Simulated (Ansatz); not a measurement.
# AlCNOF (doublet): geometry optimisation

Where does this start of AlCNOF (doublet) end when it is relaxed?

Computed with Ansatz 0.2.0, Gaussian basis. Level: UKS PBE0/def2-SVP.

## 1. The system as given

5 atoms, charge 0, spin multiplicity 2.

Atoms are counted from 1 here; the program's logs count them from 0.

Bond lengths: O1–C2 1.269 Å, C2–N3 1.273 Å, N3–Al4 1.892 Å, Al4–F5 1.800 Å. Angles: O1–C2–N3 178.4°, C2–N3–Al4 120.0°, N3–Al4–F5 120.5°.

The start is a generated structure. Sticks and bond lists go by distance. 

## 2. Relaxation

File in.yaml:

```yaml
crystal:
  periodic: [false, false, false]
  atoms:
    - {symbol: O, position_ang: [1.063500, -2.150800, -1.348300]}
    - {symbol: C, position_ang: [0.555900, -1.506600, -0.380300]}
    - {symbol: N, position_ang: [0.059600, -0.884600, 0.612800]}
    - {symbol: Al, position_ang: [-0.357200, 0.954800, 0.464200]}
    - {symbol: F, position_ang: [-0.260800, 1.788600, -1.127900]}
basis:
  gaussian: {orbitals: def2-SVP}
magnetization: {spin_polarized: true, initial_magnetization: 1}
hamiltonian: {xc: pbe0}
relax: {f_tol: 0.01, max_steps: 150}
```

Launch:

```console
ansatz run in.yaml --threads 1 --pin off --events-out ev --progress --plain --max-ram 16896MiB --backend cuda --devices 0, --max-vram 18GiB
```

What does the calculation give? Wanted: energy gained; shift from the start; total energy; dipole moment; ⟨S²⟩.

The runs gave:

| quantity | value |
| --- | --- |
| steps | 12 |
| energy gained | 1.124 eV |
| shift from the start (rms) | 0.658 Å |
| total energy | -13871.4820 eV |
| dipole moment | 2.07 D |
| ⟨S²⟩ | 0.751 |

What this shows: The bonds of the start are those of the end. Al4–F5 went from 1.800 to 1.664 Å. No vibrations were run, so this is a stationary point, not a proven minimum, and this spin need not be the ground state's.
